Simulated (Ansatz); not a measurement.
# InGaO: the cost of one run

Method: DFT PBE, scalar-relativistic, plane waves, PAW, in Ansatz 0.2.0.

## (1) Starting point

It takes space group P6_3/mmc (No. 194, hexagonal). Conventional cell: a = 4.103 Å, b = 4.103 Å, c = 7.276 Å, α = 90.00°, β = 90.00°, γ = 120.00°. In (site symmetry -6m2) is surrounded by 3 O at 2.37 Å. Ga (site symmetry -3m) is surrounded by 6 In at 2.99 Å and 6 O at 2.99 Å. O (site symmetry -6m2) has 3 In at 2.37 Å and 6 Ga at 2.99 Å in its first shell of neighbours.

Structure file:

```cif
data_structure
_symmetry_space_group_name_H-M 'P 1'
_symmetry_Int_Tables_number 1
_cell_length_a 4.1034
_cell_length_b 4.1034
_cell_length_c 7.2762
_cell_angle_alpha 90.000
_cell_angle_beta 90.000
_cell_angle_gamma 120.000
_cell_volume 106.10
loop_
_atom_site_label
_atom_site_type_symbol
_atom_site_fract_x
_atom_site_fract_y
_atom_site_fract_z
_atom_site_occupancy
In1 In 0.33333 0.66667 0.75000 1
In2 In 0.66667 0.33333 0.25000 1
Ga1 Ga 0.00000 0.00000 0.50000 1
Ga2 Ga 0.00000 0.00000 0.00000 1
O1 O 0.33333 0.66667 0.25000 1
O2 O 0.66667 0.33333 0.75000 1
```

A structure generator made this guess: species swapped into a database cell of PrSbPd (P6_3/mmc, No. 194), with Ga on the Pr sites, In on the Sb sites and O on the Pd sites. Lengths come from tabulated atomic sizes and are only a guess.

## (2) Probe: one point on a coarse mesh

Contents of input.yaml:

```yaml
crystal:
  lattice:
    - [4.10335642, 0.0, 0.0]
    - [-2.05167821, 3.5536109, 0.0]
    - [0.0, 0.0, 7.2762455]
  atoms:
    - { symbol: In, position: [0.33333333, 0.66666667, 0.75] }
    - { symbol: In, position: [0.66666667, 0.33333333, 0.25] }
    - { symbol: Ga, position: [0.0, 0.0, 0.5] }
    - { symbol: Ga, position: [0.0, 0.0, 0.0] }
    - { symbol: O, position: [0.33333333, 0.66666667, 0.25] }
    - { symbol: O, position: [0.66666667, 0.33333333, 0.75] }
basis:
  ecutwfc: 420
kpoints:
  mp_grid: { grid: [6, 6, 4] }
hamiltonian:
  xc: pbe
scf:
  occupations: { method: gaussian, width: 0.1 }
  lower_state_search: "off"
output:
  forces: true
  stress: true
  eigenvalues: true
```

The run is started by

```sh
ansatz run input.yaml --threads 1 --pin off --max-ram 2560MiB --backend cpu --events-out ev --progress --plain --runs-dir out
```

Q: Estimate wall time and peak memory on 1 thread of Intel Xeon at 2.70GHz, shared host.

About 8.4 s, with a peak of 0.43 GiB.
